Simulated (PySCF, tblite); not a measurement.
# C4H9F2OS+: a rotation path, then NMR shifts on frames, part 2 of 2

tblite 0.8.0 and PySCF 2.14.0. Atoms count from 0.

## (5) NMR shieldings: image 4, PBE0/pcSseg-1

What the job is given:

```
{"job": {"kind": "nmr", "xc": "PBE0", "basis": "pcSseg-1", "pop": false}, "charge": 1, "multiplicity": 1}
C     -2.009700     0.847700    -0.549400
S     -0.541000     0.445400     0.425500
C     -0.933800    -1.277100     0.815700
C      0.633300     0.289000    -1.004200
O      2.008600     0.268900    -0.701600
C      2.450200     0.237500     0.565000
F      1.986700    -0.853000     1.226800
F      1.982400     1.285100     1.282300
H     -2.860500     0.869100     0.127000
H     -1.889400     1.836500    -0.982900
H     -2.175500     0.110100    -1.329000
H     -1.883800    -1.281200     1.343800
H     -0.166800    -1.674100     1.475800
H     -1.001000    -1.877800    -0.085900
H      0.459200     1.174100    -1.627000
H      0.386400    -0.622700    -1.558500
H      3.547600     0.234700     0.566800
```

Level: GIAO PBE0/pcSseg-1 NMR shielding, non-relativistic, gas phase.

The program printed:

```text
coarse grid: 14808 points
cycle   1  E = -829.7808487291  dE =  1.380e+00  |g| = 9.066e-01  |ddm| = 3.478e+00
cycle   2  E = -829.6693920379  dE =  1.115e-01  |g| = 1.247e+00  |ddm| = 1.200e+00
cycle   3  E = -829.9265901276  dE = -2.572e-01  |g| = 5.479e-02  |ddm| = 6.920e-01
cycle   4  E = -829.9269712866  dE = -3.812e-04  |g| = 2.886e-02  |ddm| = 5.337e-02
cycle   5  E = -829.9271100796  dE = -1.388e-04  |g| = 1.025e-02  |ddm| = 2.554e-02
cycle   6  E = -829.9271273041  dE = -1.722e-05  |g| = 2.187e-03  |ddm| = 7.013e-03
cycle   7  E = -829.9271281320  dE = -8.278e-07  |g| = 4.954e-04  |ddm| = 2.091e-03
final grid: 139344 points
cycle   8  E = -830.0003943834  dE = -4.115e-05  |g| = 1.226e-02  |ddm| = 2.641e-02
cycle   9  E = -830.0003764910  dE =  1.789e-05  |g| = 1.571e-02  |ddm| = 1.670e-02
cycle  10  E = -830.0004250378  dE = -4.855e-05  |g| = 9.756e-04  |ddm| = 9.635e-03
cycle  11  E = -830.0004252120  dE = -1.742e-07  |g| = 3.016e-04  |ddm| = 8.389e-04
cycle  12  E = -830.0004252264  dE = -1.437e-08  |g| = 1.123e-04  |ddm| = 2.481e-04
cycle  13  E = -830.0004252285  dE = -2.114e-09  |g| = 2.193e-05  |ddm| = 7.971e-05
cycle  14  E = -830.0004252286  dE = -8.276e-11  |g| = 6.856e-06  |ddm| = 1.885e-05
converged SCF energy = -830.0004252286

GIAO shielding tensors (ppm)
atom      isotropic    diamagn.    paramagn.     s11        s22        s33       span
  0 C      156.940     253.883     -96.943    133.753    147.794    189.274     55.522
  1 S      436.511    1059.146    -622.635    357.438    417.025    535.070    177.633
  2 C      150.771     254.767    -103.997    127.981    134.158    190.173     62.193
  3 C      101.176     250.922    -149.746     74.571    101.034    127.922     53.350
  4 O      225.813     393.373    -167.560    186.768    206.182    284.487     97.719
  5 C       64.430     235.207    -170.777     50.607     67.695     74.989     24.382
  6 F      263.005     477.732    -214.727    176.224    274.481    338.311    162.087
  7 F      259.790     476.247    -216.458    164.317    286.382    328.670    164.353
  8 H       28.709      28.488       0.222     23.799     25.396     36.933     13.135
  9 H       28.809      29.143      -0.335     23.506     25.777     37.142     13.636
 10 H       29.197      30.178      -0.981     24.728     26.945     35.919     11.191
 11 H       28.709      29.561      -0.852     23.859     25.658     36.610     12.751
 12 H       27.567      30.193      -2.627     21.590     27.205     33.905     12.316
 13 H       29.153      31.201      -2.048     25.409     26.439     35.611     10.202
 14 H       26.248      30.397      -4.149     20.295     27.745     30.705     10.410
 15 H       26.547      31.145      -4.598     21.773     27.574     30.293      8.520
 16 H       24.752      23.693       1.059     21.412     21.798     31.047      9.635
```

It took 25 s on 1 thread of Arm Neoverse V1, shared host; peak memory 0.86 GiB.

Key values: δ C5 122.5, C3 85.7, C2 36.2, C0 30.0, H16 6.96, H14 5.47 ppm.

## (6) NMR shieldings: image 6, PBE0/pcSseg-1

What the job is given:

```
{"job": {"kind": "nmr", "xc": "PBE0", "basis": "pcSseg-1", "pop": false}, "charge": 1, "multiplicity": 1}
C     -2.132000     0.716000    -0.791400
S     -0.781500     0.745500     0.414900
C     -0.989100    -0.911500     1.114000
C      0.630600     0.524900    -0.807200
O      1.855400     0.908200    -0.277100
C      2.563300    -0.021000     0.418100
F      2.647300    -1.177500    -0.257700
F      1.926800    -0.332700     1.573500
H     -3.072000     0.690100    -0.246400
H     -2.097100     1.629200    -1.378900
H     -2.055200    -0.152900    -1.438400
H     -1.988500    -0.965800     1.537700
H     -0.264600    -1.045500     1.913200
H     -0.860900    -1.677900     0.355400
H      0.421400     1.223300    -1.620300
H      0.625000    -0.511200    -1.160700
H      3.564100     0.370900     0.641500
```

With the program's defaults for keys left out, this is: GIAO PBE0/pcSseg-1 NMR shielding, non-relativistic, gas phase.

The program printed:

```text
coarse grid: 14808 points
cycle   1  E = -829.7973949003  dE =  1.346e+00  |g| = 8.901e-01  |ddm| = 3.475e+00
cycle   2  E = -829.6905966598  dE =  1.068e-01  |g| = 1.224e+00  |ddm| = 1.193e+00
cycle   3  E = -829.9377378805  dE = -2.471e-01  |g| = 6.104e-02  |ddm| = 6.878e-01
cycle   4  E = -829.9381991994  dE = -4.613e-04  |g| = 3.087e-02  |ddm| = 5.891e-02
cycle   5  E = -829.9383598280  dE = -1.606e-04  |g| = 1.111e-02  |ddm| = 2.903e-02
cycle   6  E = -829.9383801361  dE = -2.031e-05  |g| = 2.385e-03  |ddm| = 7.869e-03
cycle   7  E = -829.9383810864  dE = -9.503e-07  |g| = 5.151e-04  |ddm| = 2.118e-03
final grid: 139344 points
cycle   8  E = -830.0122555652  dE = -4.411e-05  |g| = 1.213e-02  |ddm| = 2.719e-02
cycle   9  E = -830.0122361181  dE =  1.945e-05  |g| = 1.585e-02  |ddm| = 1.685e-02
cycle  10  E = -830.0122855609  dE = -4.944e-05  |g| = 1.172e-03  |ddm| = 1.009e-02
cycle  11  E = -830.0122858179  dE = -2.571e-07  |g| = 3.260e-04  |ddm| = 1.013e-03
cycle  12  E = -830.0122858349  dE = -1.695e-08  |g| = 1.074e-04  |ddm| = 2.708e-04
cycle  13  E = -830.0122858367  dE = -1.874e-09  |g| = 2.266e-05  |ddm| = 7.859e-05
cycle  14  E = -830.0122858368  dE = -8.663e-11  |g| = 6.734e-06  |ddm| = 1.953e-05
converged SCF energy = -830.0122858368

GIAO shielding tensors (ppm)
atom      isotropic    diamagn.    paramagn.     s11        s22        s33       span
  0 C      157.874     253.737     -95.864    134.902    149.490    189.229     54.327
  1 S      432.381    1058.597    -626.216    366.001    400.005    531.138    165.137
  2 C      153.330     255.203    -101.873    133.521    138.269    188.199     54.678
  3 C      100.133     252.713    -152.580     56.492    105.283    138.623     82.131
  4 O      203.586     393.826    -190.240    152.490    198.445    259.824    107.335
  5 C       65.328     233.578    -168.250     51.885     66.534     77.566     25.681
  6 F      282.736     473.468    -190.733    176.402    309.754    362.050    185.648
  7 F      267.844     477.311    -209.468    181.958    282.586    338.988    157.031
  8 H       28.767      28.185       0.582     23.768     25.563     36.970     13.202
  9 H       28.772      28.799      -0.027     23.620     25.593     37.101     13.480
 10 H       29.173      30.552      -1.379     24.572     27.238     35.709     11.137
 11 H       28.795      29.443      -0.648     23.763     25.885     36.736     12.972
 12 H       27.695      30.408      -2.713     21.975     26.966     34.143     12.168
 13 H       29.157      31.909      -2.752     25.680     26.681     35.111      9.432
 14 H       26.194      30.624      -4.430     20.348     27.708     30.526     10.178
 15 H       26.033      32.421      -6.388     21.168     28.330     28.601      7.433
 16 H       24.767      23.828       0.940     21.512     21.951     30.839      9.328
```

Run time: 25 s. Hardware: 1 thread of Arm Neoverse V1, shared host; peak memory 0.86 GiB.

This run: δ C5 121.6, C3 86.8, C2 33.6, C0 29.1, H16 6.95, H15 5.68 ppm.

## (7) Nuclear shieldings: image 8, PBE0/pcSseg-1

What the job is given:

```
{"job": {"kind": "nmr", "xc": "PBE0", "basis": "pcSseg-1", "pop": false}, "charge": 1, "multiplicity": 1}
C     -2.099000     0.837500    -0.695500
S     -0.669000     0.638300     0.393400
C     -0.983600    -1.036900     0.998300
C      0.647100     0.317100    -0.908200
O      1.879300     0.820600    -0.505600
C      2.528500     0.136700     0.468700
F      2.615000    -1.172500     0.180000
F      1.812800     0.187400     1.624900
H     -2.993600     0.847800    -0.078100
H     -2.014900     1.795100    -1.202000
H     -2.156200     0.029600    -1.418300
H     -1.844700    -0.993300     1.660200
H     -0.123100    -1.366200     1.575300
H     -1.179400    -1.718700     0.176100
H      0.369800     0.882700    -1.798700
H      0.679100    -0.759500    -1.109200
H      3.524800     0.566300     0.629000
```

With the program's defaults for keys left out, this is: GIAO PBE0/pcSseg-1 NMR shielding, non-relativistic, gas phase.

The program printed:

```text
coarse grid: 14808 points
cycle   1  E = -829.7965813342  dE =  1.356e+00  |g| = 8.929e-01  |ddm| = 3.479e+00
cycle   2  E = -829.6873365136  dE =  1.092e-01  |g| = 1.232e+00  |ddm| = 1.200e+00
cycle   3  E = -829.9375874576  dE = -2.503e-01  |g| = 6.028e-02  |ddm| = 6.922e-01
cycle   4  E = -829.9380421857  dE = -4.547e-04  |g| = 2.975e-02  |ddm| = 5.788e-02
cycle   5  E = -829.9381925568  dE = -1.504e-04  |g| = 1.068e-02  |ddm| = 2.862e-02
cycle   6  E = -829.9382116701  dE = -1.911e-05  |g| = 2.411e-03  |ddm| = 7.766e-03
cycle   7  E = -829.9382126274  dE = -9.573e-07  |g| = 5.316e-04  |ddm| = 2.105e-03
final grid: 139344 points
cycle   8  E = -830.0124508076  dE = -4.709e-05  |g| = 1.219e-02  |ddm| = 2.820e-02
cycle   9  E = -830.0124316319  dE =  1.918e-05  |g| = 1.586e-02  |ddm| = 1.692e-02
cycle  10  E = -830.0124809684  dE = -4.934e-05  |g| = 1.170e-03  |ddm| = 1.010e-02
cycle  11  E = -830.0124812224  dE = -2.540e-07  |g| = 3.277e-04  |ddm| = 1.017e-03
cycle  12  E = -830.0124812396  dE = -1.712e-08  |g| = 1.130e-04  |ddm| = 2.761e-04
cycle  13  E = -830.0124812416  dE = -2.062e-09  |g| = 2.373e-05  |ddm| = 8.095e-05
cycle  14  E = -830.0124812417  dE = -9.163e-11  |g| = 7.328e-06  |ddm| = 2.102e-05
converged SCF energy = -830.0124812417

GIAO shielding tensors (ppm)
atom      isotropic    diamagn.    paramagn.     s11        s22        s33       span
  0 C      157.266     253.581     -96.315    135.455    147.991    188.352     52.897
  1 S      425.962    1058.916    -632.954    356.367    386.471    535.050    178.683
  2 C      153.553     255.211    -101.658    134.812    137.450    188.397     53.585
  3 C      101.062     252.957    -151.895     61.207    102.826    139.152     77.945
  4 O      204.685     393.741    -189.056    152.738    201.482    259.834    107.096
  5 C       63.870     234.424    -170.555     50.691     65.408     75.511     24.820
  6 F      281.402     473.799    -192.397    171.878    309.223    363.106    191.227
  7 F      271.528     477.541    -206.013    171.941    304.001    338.641    166.700
  8 H       28.794      28.218       0.576     23.719     25.650     37.012     13.293
  9 H       28.650      28.886      -0.236     23.532     25.585     36.833     13.301
 10 H       29.207      30.395      -1.188     24.661     27.160     35.801     11.140
 11 H       28.650      29.297      -0.646     23.858     25.345     36.749     12.891
 12 H       27.904      30.768      -2.865     22.229     27.443     34.039     11.809
 13 H       29.232      31.541      -2.309     25.522     26.567     35.607     10.085
 14 H       26.291      30.773      -4.483     20.764     27.754     30.353      9.589
 15 H       26.048      32.175      -6.127     21.729     27.720     28.695      6.966
 16 H       24.710      23.897       0.813     21.465     21.820     30.845      9.380
```

It took 25 s on 1 thread of Arm Neoverse V1, shared host; peak memory 0.86 GiB.

This run: δ C5 123.1, C3 85.9, C2 33.4, C0 29.7, H16 7.01, H15 5.67 ppm.

## (8) Side by side: NMR shifts

Shifts (ppm) of some atoms, chosen among heavy atoms and hydrogens apart, with basis size and wall time:

| frame | C2 | H14 | H15 | S1 | O4 | F6 | F7 | functions | time |
| --- | --- | --- | --- | --- | --- | --- | --- | --- | --- |
| image 0 | 29.4 | 6.10 | 4.81 | 70 | 119.8 | -101.6 | -112.4 | 188 | 32 s |
| image 2 | 30.8 | 5.65 | 4.98 | 65 | 116.0 | -92.1 | -109.6 | 188 | 25 s |
| image 4 | 36.2 | 5.47 | 5.17 | 67 | 110.3 | -92.1 | -88.8 | 188 | 25 s |
| image 6 | 33.6 | 5.52 | 5.68 | 71 | 132.5 | -111.8 | -96.9 | 188 | 25 s |
| image 8 | 33.4 | 5.43 | 5.67 | 78 | 131.4 | -110.5 | -100.6 | 188 | 25 s |

## (9) Outcome

The summary covers parts 1 to 2.

```
                                         quantity                                                     value
                                          barrier                        0.226 eV (5.2 kcal/mol) at image 4
                            end to end (GFN2-xTB)                                                  0.014 eV
  13C shifts against TMS (PBE0/pcSseg-1, image 0)                               122.6, 81.0, 29.4, 29.0 ppm
   1H shifts against TMS (PBE0/pcSseg-1, image 0)  6.92, 6.10, 4.81, 3.48, 3.14, 3.11, 2.94, 2.54, 2.30 ppm
  33S shifts against CS2 (PBE0/pcSseg-1, image 0)                                                    70 ppm
  17O shifts against H2O (PBE0/pcSseg-1, image 0)                                                 119.8 ppm
19F shifts against CFCl3 (PBE0/pcSseg-1, image 0)                                        -101.6, -112.4 ppm
                         range of the shift of F7                                       -112.4 to -88.8 ppm
```

**Reading.** Along the band the dihedral turns by 147°, and the top (dihedral 6°) lies 5.2 kcal/mol above the start (GFN2-xTB, rough), so at room temperature this motion is fast. Ends this close can change order at a higher level. The top was not checked by a frequency run. Shifts at one fixed geometry are not the observed spectrum, which averages over the motion. In the first frame run (image 0): The largest span, 200 ppm, is at S1, where the paramagnetic term is -625 ppm. By nearest atom (PBE0/pcSseg-1), the HOMO sits on O4 38 %; S1 30 % and the LUMO on S1 45 %; C3 21 %. Across the 5 runs the shift of F7 moves most, between -112.4 (image 0) and -88.8 ppm (image 4).
